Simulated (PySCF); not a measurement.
# Pb(NH2)2: other functionals and bases at one geometry

One table from this session's results is given with a row withheld; the runs are named, their logs left out.

Computed with PySCF 2.14.0. Level: several levels, as the steps say, no spin–orbit coupling.

1 further run of the same task is left out (for a known fault of the program).

## Where the work starts

7 atoms, charge 0, spin multiplicity 1.

Bond lengths: Pb1–N2 2.161 Å, Pb1–N5 2.161 Å, N2–H3 1.019 Å, N2–H4 1.018 Å, N5–H6 1.018 Å, N5–H7 1.018 Å. Angles: N2–Pb1–N5 93.3°, Pb1–N2–H3 124.2°, Pb1–N2–H4 122.0°, H3–N2–H4 109.9°, Pb1–N5–H6 121.8°, Pb1–N5–H7 123.6°, H6–N5–H7 110.0°.

As a file:

```xyz
7
charge 0, multiplicity 1
Pb    0.0672   -1.3757    0.0123
N    -0.2692    0.1059    1.5490
H    -0.1658    1.1093    1.4083
H    -0.1881   -0.1159    2.5393
N     0.2475    0.1060   -1.5507
H     0.1770   -0.1418   -2.5355
H     0.0198    1.0901   -1.4227
```

Formal oxidation states: Pb +2. An earlier session relaxed this geometry at B3LYP, Pb def2-SVP with ECP60, N def2-SVP, H def2-SVP (singlet, point group C2).

At B3LYP on the finer grid: E = -304.768033 Eh, HOMO -5.68 eV, LUMO -1.34 eV, Mulliken charge on Pb1 +0.54 e, largest force component 0.017 eV/Å. 

Levels to run: r2SCAN; HF; TPSSh; wB97X; B3LYP, TZVP; B3LYP, x2c-SVP. Hardware: 2 threads of AMD EPYC (Zen 3), shared host.

The first run:

File run.py (the lines that set the calculation):

```python
mol = gto.M(atom='''
Pb     0.06724    -1.37565     0.01235
N     -0.26924     0.10587     1.54900
H     -0.16576     1.10934     1.40828
H     -0.18811    -0.11587     2.53926
N      0.24753     0.10596    -1.55068
H      0.17700    -0.14181    -2.53550
H      0.01981     1.09011    -1.42270''',
    basis={'Pb': 'def2-SVP', 'N': 'def2-SVP', 'H': 'def2-SVP'},
    ecp={'Pb': 'def2-SVP'},
    charge=0, spin=0)
mf = dft.RKS(mol, xc='R2SCAN')
mf.grids.atom_grid = (75, 302)
mf = mf.density_fit()  # fitting sets: Pb def2-universal-JKFIT, N def2-universal-JKFIT, H def2-universal-JKFIT
mf.conv_tol = 1e-08; mf.max_cycle = 55
mf.kernel(dm0)  # dm0: the density of the relaxed state
```

Command:

```sh
> OMP_NUM_THREADS=2 python run.py
```

Steps of the session up to this table: r2SCAN; HF; TPSSh; wB97X; B3LYP, TZVP; B3LYP, x2c-SVP.

One table of the session follows, with a row left open; its other results are not shown here.

```
               level  HOMO (eV)  gap (eV)  charge on Pb1 (e)  dipole (D)  largest force component (eV/Å)
B3LYP (relaxed here)      -5.68      4.34               0.54        0.30                            0.02
              r2SCAN      -4.91      3.26               0.55        0.18                            0.16
                  HF          ?         ?                  ?           ?                               ?
               TPSSh      -5.20      3.78               0.54        0.26                            0.14
               wB97X      -8.30      8.94               0.60        0.57                            0.60
         B3LYP, TZVP      -5.99      4.37               0.82        0.86                            0.34
      B3LYP, x2c-SVP      -5.68      4.32               0.57        0.32                            0.59
```

Q: Estimate the row for HF from the others.

As computed: HOMO (eV): -9.16; gap (eV): 10.54; charge on Pb1 (e): 0.86; dipole (D): 1.03; largest force component (eV/Å): 0.69. In the column «HOMO (eV)» it is the lowest.

In one basis the HOMO–LUMO gap runs from 3.26 eV (r2SCAN) to 10.54 eV (HF). The largest leftover force, 0.69 eV/Å with HF, stands at a geometry relaxed at another level. Total energies of different levels can't be compared.
